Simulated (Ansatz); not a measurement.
# CH5BO2S: a ladder of functionals and wavefunction methods

Aim: compute CH5BO2S with functionals from several rungs and with coupled cluster. The yardstick is the atomisation energy at the CCSD(T) limit.

Method: functionals in def2-TZVPP, the program's frozen cores in correlated methods; program: Ansatz 0.2.0, Gaussian basis.

Levels to be run: PBE-D4, r2SCAN-D4, PBE0-D4, B3LYP-D4, ωB97X-V, ωB97M-V, B2PLYP; CCSD(T)/def2-TZVPP; MP2/def2-QZVPP; extrapolation to the limit.

### Step 1. The relaxed structure

All runs share one geometry, relaxed beforehand with PBE0-D4 in a triple-zeta def2 set.

SMILES `OBSCO`, 10 atoms, charge 0, spin multiplicity 1.

Atoms are counted from 1 here; the program's logs count them from 0.

Bond lengths: O1–B2 1.354 Å, O1–H6 0.959 Å, B2–S3 1.797 Å, B2–H7 1.198 Å, S3–C4 1.829 Å, C4–O5 1.393 Å, C4–H8 1.088 Å, C4–H9 1.095 Å, O5–H10 0.962 Å. Angles: B2–O1–H6 113.1°, O1–B2–S3 120.9°, O1–B2–H7 122.3°, S3–B2–H7 116.8°, B2–S3–C4 102.6°, S3–C4–O5 114.0°, S3–C4–H8 108.5°, S3–C4–H9 105.1°, O5–C4–H8 107.2°, O5–C4–H9 112.5°, H8–C4–H9 109.5°, C4–O5–H10 108.7°.

### Step 2. PBE-D4 (GGA)

in.yaml

```yaml
crystal:
  periodic: [false, false, false]
  atoms:
    - {symbol: O, position_ang: [-1.209835, 0.585441, -1.164932]}
    - {symbol: B, position_ang: [0.077989, 0.369790, -1.523265]}
    - {symbol: S, position_ang: [1.212967, -0.478592, -0.417622]}
    - {symbol: C, position_ang: [0.198307, -0.724436, 1.083804]}
    - {symbol: O, position_ang: [0.157058, 0.383789, 1.926251]}
    - {symbol: H, position_ang: [-1.718598, 1.034835, -1.842981]}
    - {symbol: H, position_ang: [0.511533, 0.707157, -2.588373]}
    - {symbol: H, position_ang: [-0.824636, -0.933800, 0.778244]}
    - {symbol: H, position_ang: [0.622031, -1.607769, 1.573014]}
    - {symbol: H, position_ang: [1.056185, 0.612486, 2.178759]}
basis:
  gaussian: {orbitals: def2-TZVPP}
hamiltonian: {xc: pbe, dispersion: d4}
output: {forces: true, orbitals: {seedname: orbitals}}
```

On the command line:

```bash
> ansatz run in.yaml --threads 4 --pin off --events-out ev --progress --plain --max-ram 10444MiB
```

After this run come: r2SCAN-D4 (meta-GGA); PBE0-D4 (hybrid); B3LYP-D4 (hybrid); ωB97X-V (range-separated); ωB97M-V (range-separated); B2PLYP (double hybrid); CCSD(T) in def2-TZVPP; MP2 in def2-QZVPP.

**Question.** What will the summary of the whole plan be? Wanted: atomisation energy, CCSD(T)/CBS; farthest; mean size of error, hybrid; mean size of error, range-separated; gap, smallest and largest; T1 diagnostic; triples share of the correlation energy.

**Answer**, as computed:

| quantity | value |
| --- | --- |
| atomisation energy, CCSD(T)/CBS | 3820.1 kJ/mol |
| functionals within 19.1 kJ/mol (0.5 %) | PBE0-D4, B3LYP-D4, ωB97X-V |
| farthest | PBE-D4 (+106.2 kJ/mol) |
| mean size of error, hybrid | 7.8 kJ/mol |
| mean size of error, range-separated | 15.6 kJ/mol |
| gap, smallest and largest | 5.17 eV (PBE-D4), 11.85 eV (ωB97X-V) |
| T1 diagnostic | 0.0129 |
| triples share of the correlation energy | 3.9 % |

**Reading.** PBE-D4 misses by +106.2 kJ/mol. Double hybrids carry the basis error of their MP2 part in triple zeta, and no dispersion term here, so their miss is partly the set-up's. The reference freezes the cores and leaves out relativity and excitations past (T), so misses under about 19.1 kJ/mol can't be ranked. Hartree-Fock recovers 71 % of the binding; the rest is correlation. The gap grows from 5.2 to 11.8 eV across the functionals, mostly with the share of exact exchange.
